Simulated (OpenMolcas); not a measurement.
# GaHBr (SMILES [GaH][Br]) at UBPW91/def2-SV(P) (Cholesky decomposition, PCM carbontetrachloride)

What is the vertical ionisation energy of GaHBr at UBPW91/def2-SV(P) (Cholesky decomposition, PCM carbontetrachloride)? 

The results are computed with OpenMolcas 26.06.

3 further runs of the same task are left out: 1 that didn't finish, 2 set aside as unsound or not needed.

**1. The system as given**

GaHBr has 3 atoms, charge 0, and is taken as a doublet. As SMILES, `[GaH][Br]`. The shape comes from GFN2-xTB, which is rough for such elements, and wasn't checked as a minimum.

Bond lengths: Ga1–Br2 2.377 Å, Ga1–H3 1.828 Å. Angles: Br2–Ga1–H3 111.0°.

**2. The charge distribution at UBPW91/def2-SV(P) (Cholesky decomposition, PCM carbontetrachloride)**

Contents of input.xyz:

```xyz
3

Ga    -0.493770     0.598400    -0.224970
Br     1.582770     0.465850     0.923760
H     -1.088990    -1.064260    -0.698790
```

Contents of run.inp:

```
&gateway
  baslib=$CurrDir
  coord=input.xyz
  basis=def2-SVP
  group=NoSym
  rf-input
  PCM-Model
  Solvent=carbontetrachloride
  End of RF-Input

&seward
  low

&scf
  uhf
  spin=2
  ksdft=2
  1.0 GGA_X_B88
  1.0 GGA_C_PW91
  prorbitals=1 2
```

The basis set def2-SV(P) is read from a file made from the Basis Set Exchange's data (not shown).

Run with:

```sh
export MOLCAS_MEM=1860
pymolcas run.inp > run.log
```

The program printed:

```text
--- Start Module: gateway ---
[...]
--- Stop Module: gateway /rc=_RC_ALL_IS_WELL_ ---
--- Start Module: seward ---
[...]
      Basis functions           66
--- Stop Module: seward /rc=_RC_ALL_IS_WELL_ ---
[...]
--- Start Module: scf ---
[...]
       Convergence after  13 Iterations
[...]
::    Total KS-DFT energy                           -4499.4275222941
[...]
      Total spin, S                                     0.5029395386
[...]
      Total electronic charge=   67.000000
      Total            charge=   -0.000000
[...]
      Dipole Moment (debye):
      Origin of the operator (angstrom)=    0.6031    0.5169    0.3809
                   X= -1.9350E+00               Y=  4.3644E-01               Z= -1.0437E+00           Total=  2.2414E+00
      Quadrupole Moment (debye*angstrom):
[...]
--- Stop Module: scf /rc=_RC_ALL_IS_WELL_ ---
[...]
```

Run time: 5.7 s. Hardware: 1 thread of Arm Neoverse V2, shared host; peak memory 0.26 GiB.

Atomic charges (e):

```
atom  Mulliken
 Ga1    +0.267
 Br2    -0.260
  H3    -0.007
```

**3. The singlet cation**

input.xyz is that of step 2.

Contents of run.input:

```
>>> EXPORT MOLCAS_PRINT=2

&GATEWAY
 BASLIB
 $CurrDir
 COORD
 input.xyz
 BASIS
 def2-SVP
 GROUP
 NoSym
 RF-INPUT
 PCM-Model
 Solvent=carbontetrachloride
 End of RF-Input

&SEWARD
 LOW

&SCF
 CHARGE
 1
 KSDFT
 2
 1.0 GGA_X_B88
 1.0 GGA_C_PW91
 PRORBITALS
 1 2

&LOCALISATION
 CHOLESKY
```

The basis set def2-SV(P) is read from a file made from the Basis Set Exchange's data (not shown).

Run with:

```sh
export MOLCAS_MEM=1860
pymolcas run.input > run.log
```

The program printed:

```text
--- Start Module: gateway ---
[...]
--- Stop Module: gateway /rc=_RC_ALL_IS_WELL_ ---
[...]
      Basis functions           66
[...]
--- Start Module: scf ---
[...]
       Convergence after  21 Iterations
[...]
::    Total KS-DFT energy                           -4499.1674388967
[...]
      Total spin, S                                     0.0000000000
[...]
      Total electronic charge=   66.000000
      Total            charge=    1.000000
[...]
      Dipole Moment (debye):
      Origin of the operator (angstrom)=    0.6031    0.5169    0.3809
                   X= -5.5826E+00               Y= -1.2199E-01               Z= -3.1288E+00           Total=  6.4007E+00
      Center of Charge (angstrom)
[...]
--- Stop Module: scf /rc=_RC_ALL_IS_WELL_ ---
[...]
--- Start Module: localisation ---
[...]
--- Stop Module: localisation /rc=_RC_ALL_IS_WELL_ ---
[...]
```

It took 6.9 s on 1 thread of Arm Neoverse V2, shared host; peak memory 0.26 GiB.

Atomic charges (e):

```
atom  Mulliken
 Ga1    +0.703
 Br2    +0.035
  H3    +0.262
```

**4. Summary of results**

At UBPW91/def2-SV(P) (Cholesky decomposition, PCM carbontetrachloride):

| quantity | value |
| --- | --- |
| doublet GaHBr: total energy | -4499.42752 Eh |
| doublet GaHBr: dipole moment | 2.24 D |
| doublet GaHBr: HOMO energy (highest over α and β) | -5.36 eV |
| doublet GaHBr: LUMO energy (lowest over α and β) | -4.14 eV |
| doublet GaHBr: ⟨S²⟩ | 0.756 |
| singlet cation: total energy | -4499.16744 Eh |
| singlet cation: HOMO energy | -10.41 eV |
| singlet cation: LUMO energy | -8.72 eV |
| singlet cation: HOMO–LUMO gap | 1.69 eV |
| vertical ionisation energy (to the singlet cation) | 7.077 eV |

What this shows: Removing an electron at fixed nuclei costs 7.08 eV (683 kJ/mol). The continuum is in equilibrium with both charges, so this lies below a true vertical value in solution, where the slow polarisation stays frozen. Only the singlet of the ionised species was computed; a triplet could lie lower.
